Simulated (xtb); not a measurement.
# One shape, several levels: doublet [Si3PH9]+

We compute a comparison of 3 runs (GFN2-xTB, GFN0-xTB, GFN1-xTB) of doublet [Si3PH9]+. 

The results are computed with xtb 6.7.1.

8 further runs of the same task are left out: 8 set aside as unsound or not needed.

## Step 1: The system as given

[Si3PH9]+ has 13 atoms, charge +1, and is taken as a doublet. SMILES of the parent species: `[SiH3]P([SiH3])[SiH3]`. Geometry: relaxed at GFN2-xTB. That shape belongs to the parent species and isn't relaxed for this state.

Bond lengths: Si1–P2 2.223 Å, P2–Si3 2.222 Å, P2–Si4 2.222 Å, Si1–H5 1.461 Å, Si1–H6 1.466 Å, Si1–H7 1.461 Å, Si3–H8 1.466 Å, Si3–H9 1.461 Å, Si3–H10 1.461 Å, Si4–H11 1.461 Å, Si4–H12 1.466 Å, Si4–H13 1.461 Å. Some angles: Si1–P2–Si3 102.2°, Si1–P2–Si4 102.1°, Si3–P2–Si4 102.3°, P2–Si1–H5 106.7°, P2–Si1–H6 112.8°, P2–Si1–H7 106.8°, P2–Si3–H8 112.8°, P2–Si3–H9 106.6°, P2–Si3–H10 106.9°, P2–Si4–H11 106.6°.

## Step 2: Energy and forces at GFN2-xTB (run 1)

xcontrol reads:

```
$chrg 1
$spin 1
$end
```

struc.tmol reads:

```
$coord
     -2.323947393542      2.825858652243     -0.929896431406  si
      1.115656509457      0.485905278425     -1.514955639590  p
      2.960312666010      0.658664040738      2.252326773419  si
     -0.461168763454     -3.405910086197     -1.562463354363  si
     -3.854795629840      2.569687378789     -3.213006843395  h
     -3.803489565557      2.027789515291      1.272333702449  h
     -1.468203815267      5.426594231259     -0.577349125596  h
      1.264377955465     -0.082014113809      4.313904591818  h
      5.108874577926     -1.072287294896      2.157481419224  h
      3.785121427625      3.266731757118      2.621446977342  h
      1.693742628241     -5.131154448935     -1.622575542387  h
     -2.028072974210     -3.953080285582      0.655016869318  h
     -1.988407622854     -3.616784624444     -3.852282294095  h
$end
```

The run is started by

```console
xtb struc.tmol --input xcontrol --grad --parallel 1 > xtb.out 2> xtb.err
```

Standard output:

```text
* xtb version 6.7.1
[...]
          :  # basis functions                  49          :
[...]
          :  # electrons                        25          :
[...]
          :  Hamiltonian                  GFN2-xTB          :
[...]
          :  net charge                          1          :
          :  unpaired electrons                  1          :
[...]
   *** convergence criteria satisfied after 13 iterations ***
[...]
         ::                     SUMMARY                     ::
         :::::::::::::::::::::::::::::::::::::::::::::::::::::
         :: total energy             -11.851118746993 Eh    ::
         :: gradient norm              0.056083567510 Eh/a0 ::
         :: HOMO-LUMO gap              4.680167011172 eV    ::
         ::.................................................::
         :: SCC energy               -11.959881965270 Eh    ::
         :: -> isotropic ES            0.119248183690 Eh    ::
         :: -> anisotropic ES         -0.004857640112 Eh    ::
         :: -> anisotropic XC          0.002143951695 Eh    ::
         :: -> dispersion             -0.009732966023 Eh    ::
         :: repulsion energy           0.108763218277 Eh    ::
         :: add. restraining           0.000000000000 Eh    ::
         :: total charge               1.000000000061 e     ::
         :::::::::::::::::::::::::::::::::::::::::::::::::::::
[...]
        13        1.0001           -0.5546322             -15.0923 (HOMO)
        14                         -0.3826392             -10.4121 (LUMO)
[...]
     #   Z          covCN         q      C6AA      α(0)
     1  14 si       3.694     0.478    97.757    18.938
     2  15 p        2.790    -0.211   170.291    23.464
     3  14 si       3.694     0.478    97.757    18.938
     4  14 si       3.694     0.478    97.753    18.937
     5   1 h        0.919    -0.025     3.525     2.936
     6   1 h        0.918    -0.025     3.538     2.942
     7   1 h        0.919    -0.024     3.518     2.933
     8   1 h        0.918    -0.025     3.537     2.942
     9   1 h        0.919    -0.025     3.525     2.936
    10   1 h        0.919    -0.024     3.518     2.933
    11   1 h        0.919    -0.024     3.520     2.934
    12   1 h        0.918    -0.025     3.537     2.941
    13   1 h        0.919    -0.024     3.515     2.932
[...]
     #   Z sym  total        # sym  WBO       # sym  WBO       # sym  WBO
 ---------------------------------------------------------------------------
     1  14 si   3.534 --     7 h    0.887     5 h    0.887     6 h    0.857
                             2 p    0.828
     2  15 p    2.962 --     3 si   0.829     1 si   0.828     4 si   0.828
     3  14 si   3.534 --     9 h    0.887    10 h    0.887     8 h    0.856
                             2 p    0.829
     4  14 si   3.534 --    11 h    0.887    13 h    0.887    12 h    0.857
                             2 p    0.828
     5   1 h    0.999 --     1 si   0.887
     6   1 h    0.998 --     1 si   0.857
     7   1 h    0.999 --     1 si   0.887
     8   1 h    0.998 --     3 si   0.856
     9   1 h    0.999 --     3 si   0.887
    10   1 h    0.999 --     3 si   0.887
[...]
molecular dipole:
                 x           y           z       tot (Debye)
 q only:       -0.117      -0.051       0.156
   full:       -0.050      -0.019       0.065       0.213
molecular quadrupole (traceless):
[...]
          | TOTAL ENERGY              -11.851118746993 Eh   |
          | GRADIENT NORM               0.056083567510 Eh/α |
          | HOMO-LUMO GAP               4.680167011172 eV   |
           -------------------------------------------------
[...]
```

Standard error:

```text
normal termination of xtb
```

Run time: 0.034 s. Hardware: 1 thread of Intel Xeon 6975P-C (Granite Rapids), shared host.

## Step 3: Energy and gradient at GFN0-xTB (run 2)

geom.xyz reads:

```xyz
13
H9PSi3
Si    -1.22978     1.49538    -0.49208
P      0.59038     0.25713    -0.80168
Si     1.56653     0.34855     1.19188
Si    -0.24404    -1.80233    -0.82682
H     -2.03987     1.35982    -1.70025
H     -2.01272     1.07306     0.67329
H     -0.77694     2.87163    -0.30552
H      0.66908    -0.04340     2.28282
H      2.70350    -0.56743     1.14169
H      2.00300     1.72868     1.38721
H      0.89629    -2.71529    -0.85863
H     -1.07321    -2.09188     0.34662
H     -1.05222    -1.91392    -2.03854
```

The run is started by

```console
xtb geom.xyz --grad --chrg 1 -u 1 --gfn 0 -P 1 > run.log
```

Standard output (excerpt; [...] marks lines left out):

```text
* xtb version 6.7.1
[...]
          :  # basis functions                  58          :
[...]
          :  # electrons                        25          :
[...]
 Zeroth order Hamiltonian       ...        0 min,  0.000 sec (  8.452%)
[...]
         ::                     SUMMARY                     ::
         :::::::::::::::::::::::::::::::::::::::::::::::::::::
         :: total energy             -11.271975166319 Eh    ::
         :: gradient norm              0.012376786700 Eh/a0 ::
         :: HOMO-LUMO gap              3.850117306749 eV    ::
         ::.................................................::
         :: H0 energy                -12.647944596493 Eh    ::
         :: repulsion energy           0.132925870528 Eh    ::
         :: electrostat energy         1.246700570901 Eh    ::
         :: -> Gsolv                   0.000000000000 Eh    ::
         ::    -> Gsasa                0.000000000000 Eh    ::
         ::    -> Gshift               0.000000000000 Eh    ::
         :: dispersion energy         -0.003657011255 Eh    ::
         :: short-range corr.          0.000000000000 Eh    ::
         :: add. restraining           0.000000000000 Eh    ::
         :: total charge               1.000000000000 e     ::
         :::::::::::::::::::::::::::::::::::::::::::::::::::::
[...]
        13        1.0003           -0.3948812             -10.7453 (HOMO)
        14                         -0.2533920              -6.8951 (LUMO)
[...]
          | TOTAL ENERGY              -11.271975166319 Eh   |
          | GRADIENT NORM               0.012376786700 Eh/α |
          | HOMO-LUMO GAP               3.850117306749 eV   |
           -------------------------------------------------
[...]
```

Standard error:

```text
normal termination of xtb
```

It took 0.035 s on 1 thread of Intel Xeon 6975P-C (Granite Rapids), shared host.

## Step 4: Energy and gradient at GFN1-xTB (run 3)

struc.xyz reads:

```xyz
13

Si    -1.22978000     1.49538000    -0.49208000
P      0.59038000     0.25713000    -0.80168000
Si     1.56653000     0.34855000     1.19188000
Si    -0.24404000    -1.80233000    -0.82682000
H     -2.03987000     1.35982000    -1.70025000
H     -2.01272000     1.07306000     0.67329000
H     -0.77694000     2.87163000    -0.30552000
H      0.66908000    -0.04340000     2.28282000
H      2.70350000    -0.56743000     1.14169000
H      2.00300000     1.72868000     1.38721000
H      0.89629000    -2.71529000    -0.85863000
H     -1.07321000    -2.09188000     0.34662000
H     -1.05222000    -1.91392000    -2.03854000
```

The run is started by

```console
xtb struc.xyz --gfn1 --grad --json --chrg 1 --uhf 1 > xtb.out 2> xtb.err
```

Standard output (excerpt; [...] marks lines left out):

```text
* xtb version 6.7.1
[...]
[WARNING] Please study the warnings concerning your input carefully
-1- prog_main_parseArguments: The use of '--gfn1' is discouraged, please use '--gfn 1' next time
########################################################################
[...]
          :  # basis functions                  58          :
[...]
          :  # electrons                        25          :
[...]
          :  Hamiltonian                  GFN1-xTB          :
[...]
          :  net charge                          1          :
          :  unpaired electrons                  1          :
[...]
   *** convergence criteria satisfied after 13 iterations ***
[...]
         ::                     SUMMARY                     ::
         :::::::::::::::::::::::::::::::::::::::::::::::::::::
         :: total energy             -12.594496125071 Eh    ::
         :: gradient norm              0.028757104844 Eh/a0 ::
         :: HOMO-LUMO gap              5.190935583161 eV    ::
         ::.................................................::
         :: SCC energy               -12.699703973625 Eh    ::
         :: -> electrostatic           0.090793439075 Eh    ::
         :: repulsion energy           0.111463832956 Eh    ::
         :: dispersion energy         -0.006255984402 Eh    ::
         :: halogen bond corr.         0.000000000000 Eh    ::
         :: add. restraining           0.000000000000 Eh    ::
         :: total charge               1.000000000000 e     ::
         :::::::::::::::::::::::::::::::::::::::::::::::::::::
[...]
        13        1.0032           -0.5985106             -16.2863 (HOMO)
        14                         -0.4077472             -11.0954 (LUMO)
[...]
          | TOTAL ENERGY              -12.594496125071 Eh   |
          | GRADIENT NORM               0.028757104844 Eh/α |
          | HOMO-LUMO GAP               5.190935583161 eV   |
           -------------------------------------------------
[...]
```

Standard error:

```text
normal termination of xtb
```

Wall time 0.039 s (1 thread of Intel Xeon 6975P-C (Granite Rapids), shared host).

## Step 5: Overview of the runs

```
run     level  energy (Eh)  HOMO energy (eV)  LUMO energy (eV)  dispersion energy (kJ/mol)  wall time
  1  GFN2-xTB   -11.851119            -15.09            -10.41                      -25.55    0.034 s
  2  GFN0-xTB   -11.271975            -10.75             -6.90                       -9.60    0.035 s
  3  GFN1-xTB   -12.594496            -16.29            -11.10                      -16.43    0.039 s
```

## Step 6: Summary of results

```
                          quantity          value
               run 3: total energy   -12.59450 Eh
run 3: HOMO energy (partly filled)      -16.29 eV
                run 3: LUMO energy      -11.10 eV
          run 3: dispersion energy  -16.43 kJ/mol
   run 3: largest force on an atom     0.817 eV/Å
```

Force-field and semi-empirical energies have zeros of their own, so their totals don't compare. All runs together took 0.11 s, the longest 0.039 s.
